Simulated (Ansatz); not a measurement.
**TiNH2Cl3 (SMILES [NH2][Ti]([Cl])([Cl])[Cl]): levels of theory compared**

We compute a comparison of 5 runs (HF/3-21G, B3LYP/6-31G*, BLYP/def2-SVP, CCSD/def2-SVP) of TiNH2Cl3. 

Program for the calculation: Ansatz 0.2.0.

1 further run of the same task is left out (set aside as unsound or not needed).

**1. Starting point**

The species is TiNH2Cl3 (7 atoms), meant as a singlet with charge 0. As SMILES, `[NH2][Ti]([Cl])([Cl])[Cl]`. One bond was lengthened or shortened from a relaxed shape.

Bond lengths: N1–Ti2 1.838 Å, Ti2–Cl3 2.181 Å, Ti2–Cl4 2.192 Å, Ti2–Cl5 2.509 Å, N1–H6 1.012 Å, N1–H7 1.012 Å. Angles: N1–Ti2–Cl3 107.1°, N1–Ti2–Cl4 109.3°, N1–Ti2–Cl5 107.2°, Cl3–Ti2–Cl4 109.6°, Cl3–Ti2–Cl5 114.1°, Cl4–Ti2–Cl5 109.4°, Ti2–N1–H6 124.2°, Ti2–N1–H7 124.2°, H6–N1–H7 111.5°.

**2. The energy at HF/3-21G (run 1)**

The input, job.yaml:

```yaml
crystal:
  periodic: [false, false, false]
  atoms:
    - {symbol: N, position_ang: [-0.798855, 0.234781, 0.992424]}
    - {symbol: Ti, position_ang: [0.293545, -0.518119, -0.279776]}
    - {symbol: Cl, position_ang: [1.800045, -1.686919, 0.779024]}
    - {symbol: Cl, position_ang: [-0.893855, -1.839519, -1.563476]}
    - {symbol: Cl, position_ang: [1.232300, 1.358700, -1.654500]}
    - {symbol: H, position_ang: [-1.322655, 1.089881, 0.858524]}
    - {symbol: H, position_ang: [-0.984155, -0.175919, 1.898224]}
basis:
  gaussian:
    orbitals: 3-21G-spherical.json
total_charge: 0
hamiltonian:
  xc: hf
accuracy: high
output: {orbitals: {seedname: orbitals}}
```

The basis set 3-21G is read from a file made from the Basis Set Exchange's data (not shown).

Started as:

```
ansatz run job.yaml --threads 1 --pin off --max-ram 3480MiB --events-out events.jsonl --progress --plain --runs-dir runs
```

The log of the run:

```text
Warning: RAYON_NUM_THREADS=1 ignored (pool sized by the plan → 1); use --threads N
Functional definition: HF
  name "HF"
  exchange = exact_x
  correlation = 0
1769 factors; integrals over basis functions are off by at most 6.5e-9 eV
mean field evaluation 1: about -61805.0605 eV, gradient 5.1e1 eV
mean field evaluation 2: about -61805.2291 eV, gradient 5.1e1 eV
mean field evaluation 4: about -61814.7391 eV, gradient 1.6e1 eV
mean field evaluation 8: about -61815.3751 eV, gradient 1.1e0 eV
mean field evaluation 16: about -61815.3826 eV, gradient 5.0e-6 eV
mean field -61815.38264638 eV, -2271.6734122833 hartree, gradient 8.9e-8 eV, S^2 0.000000; 0 other end points of the search recorded, 0 dependent functions left out
reference -61815.38264638 eV, -2271.6734122833 hartree; 41, 41 occupied and 38, 38 virtual orbitals, 1769 factors
Total energy: -61815.38264638 eV, -2271.6734122833 hartree
```

Run time: 2.2 s. Hardware: 1 thread of Arm Neoverse V2, shared host; peak memory 0.25 GiB.

**3. A single-point energy at B3LYP/6-31G(d) (spherical functions) (run 2)**

The input, input.yaml:

```yaml
crystal:
  periodic: [false, false, false]
  atoms:
    - {symbol: "N", position_ang: [-0.798855, 0.234781, 0.992424]}
    - {symbol: Ti, position_ang: [0.293545, -0.518119, -0.279776]}
    - {symbol: Cl, position_ang: [1.800045, -1.686919, 0.779024]}
    - {symbol: Cl, position_ang: [-0.893855, -1.839519, -1.563476]}
    - {symbol: Cl, position_ang: [1.232300, 1.358700, -1.654500]}
    - {symbol: H, position_ang: [-1.322655, 1.089881, 0.858524]}
    - {symbol: H, position_ang: [-0.984155, -0.175919, 1.898224]}
basis:
  gaussian:
    orbitals: 6-31G_st_-spherical.json
hamiltonian:
  xc: {name: B3LYP}
accuracy: high
output:
  orbitals: {seedname: orbitals}
```

The basis set 6-31G* is read from a file made from the Basis Set Exchange's data (not shown).

Started as:

```
ansatz run input.yaml --threads 1 --pin off --max-ram 3480MiB --events-out events.jsonl --progress --plain --runs-dir runs
```

The log of the run:

```text
Warning: RAYON_NUM_THREADS=1 ignored (pool sized by the plan → 1); use --threads N
Functional definition: B3LYP
  name "B3LYP"
  parameter a0 = 0.2
  parameter ax = 0.72
  parameter ac = 0.81
  exchange = (1 - a0 - ax)*slater_x + ax*b88_x + a0*exact_x
  correlation = (1 - ac)*vwn_rpa_c + ac*lyp_c
2339 factors; integrals over basis functions are off by at most 6.0e-9 eV
mean field evaluation 1: about -62197.4441 eV, gradient 7.1e1 eV
mean field evaluation 2: about -61695.1218 eV, gradient 4.5e2 eV
mean field evaluation 4: about -62196.4385 eV, gradient 7.7e1 eV
mean field evaluation 8: about -62209.9418 eV, gradient 6.5e-1 eV
mean field evaluation 16: about -62209.9438 eV, gradient 1.6e-8 eV
mean field -62209.94382014 eV, -2286.1732679757 hartree, gradient 1.6e-8 eV, S^2 0.000000; 0 other end points of the search recorded, 0 dependent functions left out
reference -62209.94386620 eV, -2286.1732696683 hartree; 41, 41 occupied and 65, 65 virtual orbitals, 2339 factors
Total energy: -62209.94386620 eV, -2286.1732696683 hartree
```

It took 20 s on 1 thread of Arm Neoverse V2, shared host; peak memory 0.48 GiB.

Runs 3 to 4 aren't shown in full; the table further down has their settings and results.

**4. A single-point energy at CCSD/def2-SVP (run 5)**

job.yaml: that of step 2 with these lines changed.

```diff
@@ -12,7 +12,8 @@
   gaussian:
-    orbitals: 3-21G-spherical.json
-total_charge: 0
-hamiltonian:
-  xc: hf
+    orbitals: def2-SVP
+correlation:
+  method: ccsd
+  frozen_orbitals: {Cl: 5, H: 0, "N": 1, Ti: 5}
 accuracy: high
-output: {orbitals: {seedname: orbitals}}
+scf:
+  omitted_lower_state_checks: [cluster_reference, increment]
```

Started as:

```
ansatz run job.yaml --threads 1 --pin off --max-ram 3480MiB --events-out events.jsonl --progress --plain --runs-dir runs
```

The log of the run, shortened:

```text
Warning: RAYON_NUM_THREADS=1 ignored (pool sized by the plan → 1); use --threads N
[... 2 set-up lines as earlier in the session ...]
[...]
2380 factors; integrals over basis functions are off by at most 2.5e-8 eV
[...]
mean field -62099.70886476 eV, -2282.1222080855 hartree, gradient 1.8e-8 eV, S^2 0.000000; 1 other end points of the search recorded, 0 dependent functions left out
21 core orbitals not correlated: weight in the atoms' cores, before any rotation towards them, 1.000 or more for the frozen orbitals, at most 0.000 for the correlated occupied ones
reference -62099.70886476 eV, -2282.1222080855 hartree; 20, 20 occupied and 68, 68 virtual orbitals, 2380 factors
second order -24.26774550 eV of doubles, -0.00000000 eV of singles
cycle   1  -23.57471184 eV  change    6.9e-1 eV  update   2.9e-1
[...]
cycle  31  -24.89416724 eV  change   -3.3e-9 eV  update   3.8e-9
Total energy: -62124.60303201 eV, -2283.0370518579 hartree
Checks for a lower state left out: cluster_reference, increment
```

Wall time 54 s (1 thread of Arm Neoverse V2, shared host); peak memory 0.76 GiB.

**5. All runs side by side**

```csv
run,level,Cartesian functions,frozen core orbitals,energy (Eh),HOMO energy (eV),LUMO energy (eV),HOMO–LUMO gap (eV),wall time
1,HF/3-21G,no,–,-2271.673412,-12.12,-0.66,11.46,2.2 s
2,B3LYP/6-31G* (spherical functions),no,–,-2286.173270,-8.29,-4.02,4.27,20 s
3,BLYP/def2-SVP,no,–,-2285.673388,-6.67,-4.12,2.55,12 s
4,B3LYP/6-31G* (Cartesian functions),yes,–,-2286.189924,-8.27,-3.97,4.31,19 s
5,CCSD/def2-SVP,no,21,-2283.037052,–,–,–,54 s
```

**6. Outcome**

```
                                           quantity           value
                                run 5: total energy  -2283.03705 Eh
run 5: correlation energy (21 core orbitals frozen)      -914.8 mEh
                               run 5: T1 diagnostic           0.024
```

**Reading.** Over runs 1, 2, 3, 4 the HOMO–LUMO gap runs from 2.55 eV (BLYP/def2-SVP) to 11.46 eV (HF/3-21G). The two ends differ in method and basis. Totals of different functionals can't be ranked against each other. All runs together took 1.8 min, the longest 54 s.
